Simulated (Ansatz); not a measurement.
## MgS, space group P6_3mc: a phonon calculation by finite displacements, step by step

With Ansatz 0.2.0, Python API.

The cells in order, each with its output:

**Cell 1**
```python
from pathlib import Path

import ansatz as az
import numpy as np
```

**Cell 2**
```python
lattice = az.Lattice.of(
    (4.034622, 0.0, 0.0),
    (-2.017311, 3.494085, 0.0),
    (0.0, 0.0, 6.432294),
)
sites = [
    ("Mg", (2 / 3, 1 / 3, 0.495755)),
    ("Mg", (1 / 3, 2 / 3, 0.995755)),
    ("S", (1 / 3, 2 / 3, 0.379244)),
    ("S", (2 / 3, 1 / 3, 0.879244)),
]
structure = az.Crystal(lattice=lattice)
for symbol, position in sites:
    structure = structure.atom(symbol, position)
```

**Cell 3**
```python
structure.resolved().sites[-1]
```
Output:
```text
Site(symbol='S', position=(0.6666666666666666, 0.3333333333333333, 0.879244), moment=None, axis=None, held=None, saved=None)
```

**Cell 4**
```python
setup = (
    structure.calculation()
    .pseudopotentials("paw")
    .functional(az.Functional.LDA)
    .occupations(az.OccupationsMethod.FIXED)
    .basis(470)
    .kpoints(4, 4, 3)
    .phonons("fd", supercell=1, amplitude=0.01)
)
res = setup.run(threads=1, backend="cpu", runs_dir="runs")
folder = Path(res.output_folder) / "results"
ph = res.phonons
```

**Cell 5**
```python
print("modes at Gamma (1/cm):", np.round(ph.gamma_omega_inv_cm, 1) + 0.0)
print(f"{ph.n_members} displaced supercells, sum-rule residual {ph.asr_residual_pre_ev_ang2:.1e} eV/A^2")
optical = np.sort(ph.gamma_omega_inv_cm)
print("imaginary modes at Gamma:", int((optical < -10).sum()), "- highest mode", round(float(optical[-1]), 1), "1/cm")
```
Output:
```text
modes at Gamma (1/cm): [  0.    0.    0.   91.3  91.3 259.3 301.5 309.2 324.6 324.6 331.6 331.6]
4 displaced supercells, sum-rule residual 7.6e-04 eV/A^2
imaginary modes at Gamma: 0 - highest mode 331.6 1/cm
```

Notes:
- The cell isn't relaxed first, so the values belong to this volume.
- No non-analytic term is added, so at the zone centre the longitudinal optical modes of a polar crystal aren't split off.
- This cell is a computed structure, which may not be the phase found in nature.
- The structure is taken as given and the supercell is small; imaginary modes can come from an unrelaxed or unstable start.
- It ran for 5.3 s on 1 thread of Intel(R) Xeon(R) 6975P-C (Granite Rapids), on a shared host, peak memory 0.41 GiB.

(Lines on the test bed's own set-up are left out of the output.)
